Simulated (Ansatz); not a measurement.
# FeRe2Ge2P: the cost of one run

Program: Ansatz 0.2.0. Level of theory: DFT PBE, scalar-relativistic, plane waves, PAW, unless a step names another level. These are calculated values, not measurements.

7 further runs of the same task are left out: 3 that didn't finish, 4 set aside as unsound or not needed.

### 1 The formula and the candidates

Pauling electronegativities: Fe 1.83, Re 1.90, Ge 2.01, P 2.19 (spread 0.36). The formula balances with common oxidation states: Re +4, Fe +3, P -3, Ge -4, a formal count that means little at so small a spread. Tabulated atomic sizes suggest about 16 Å³/atom. 21 candidates were drawn, by swapping species into database cells of other compounds, at random by space group and Wyckoff sites, or by hand, as the table says:

```
name                                                          made from  space group no.                  Wyckoff sites  atoms (primitive cell)  V (Å³/atom)
 c01                                                             random              191      Fe 1b; Re 2d; Ge 2c; P 1a                       6         19.3
 c02  elements ordered on the sites of the ZnPd5Se, Re/Ge/vacancy on Pd               47      Fe 1f; Re 2s; Ge 2r; P 1c                       6         17.3
 c03                                         database cell of CeB2Ir2Rh               65      Fe 2d; Re 4f; Ge 4i; P 2b                       6         16.2
 c04                                                             random               99      Fe 1a; Re 2c; Ge 2c; P 1b                       6         16.5
 c05                                                             random              191      Fe 1b; Re 2c; Ge 2e; P 1a                       6         20.9
 c06                                                             random               65      Fe 2c; Re 4g; Ge 4e; P 2b                       6         20.7
 c07                                                             random              139      Fe 2b; Re 4c; Ge 4d; P 2a                       6         19.3
 c08                                                             random              123      Fe 1d; Re 2f; Ge 2e; P 1c                       6         17.6
 c09                                                             random              164      Fe 1b; Re 2d; Ge 2c; P 1a                       6         19.9
 c10                                        database cell of Pr2FeSi2Ru              115      Fe 1a; Re 2g; Ge 2g; P 1b                       6         18.4
 c11                                                             random               99  Fe 1b; Re 1b, 1a; Ge 2c; P 1b                       6         20.1
 c12                                                             random              187  Fe 1b; Re 1a, 1d; Ge 2h; P 1c                       6         19.9
 c13                                                             random              166      Fe 3a; Re 6c; Ge 6c; P 3b                       6         17.2
 c14                                        database cell of Nd2FeSi2Ru              115      Fe 1b; Re 2g; Ge 2g; P 1a                       6         18.6
 c15                                                             random               71      Fe 2d; Re 4i; Ge 4f; P 2a                       6         18.5
 c16                                                             random               99  Fe 1b; Re 2c; Ge 1a, 1a; P 1b                       6         20.7
 c17                                                             random              123  Fe 1b; Re 1a, 1c; Ge 2e; P 1d                       6         17.9
 c18                                         database cell of ErCr2Si2C              123      Fe 1b; Re 2h; Ge 2f; P 1a                       6         15.5
 c19                                                             random               65      Fe 2c; Re 4e; Ge 4g; P 2d                       6         19.6
 c20   elements ordered on the sites of the InPPd5, Re/Ge/vacancy on Pd               99      Fe 1b; Re 2c; Ge 2c; P 1a                       6         17.3
 c21                                                             random              183      Fe 1a; Re 2b; Ge 2b; P 1a                       6         20.9
```

### 2 Screening run of c10

The input, input.yaml:

```yaml
crystal:
  lattice:
    - [4.02407707, 0.0, 0.0]
    - [0.0, 4.02407707, 0.0]
    - [0.0, 0.0, 6.81589966]
  atoms:
    - { symbol: Fe, position: [0.0, 0.0, 0.0], spin: 4.0 }
    - { symbol: Re, position: [0.5, 0.0, 0.83276302] }
    - { symbol: Re, position: [0.0, 0.5, 0.16723698] }
    - { symbol: Ge, position: [0.5, 0.0, 0.31830999] }
    - { symbol: Ge, position: [0.0, 0.5, 0.68169001] }
    - { symbol: P, position: [0.5, 0.5, 0.0] }
basis:
  ecutwfc: 420
kpoints:
  mp_grid: { grid: [4, 4, 3] }
hamiltonian:
  xc: pbe
scf:
  occupations: { method: gaussian, width: 0.2 }
  lower_state_search: "off"
output:
  forces: true
  stress: true
  eigenvalues: true
  populations: true
magnetization:
  spin_polarized: true
relax:
  adjacent_minimum: "off"
  f_tol: 0.08
  max_steps: 16
  cell: { stress_tol: 0.8 }
```

Started as:

```
> ansatz run input.yaml --threads 1 --pin off --max-ram 2560MiB --backend cpu --events-out ev --progress --plain --runs-dir out
```

What time and memory should one allow on 1 thread of Arm Neoverse V2, shared host?

About 6.1 min, with a peak of 0.44 GiB.
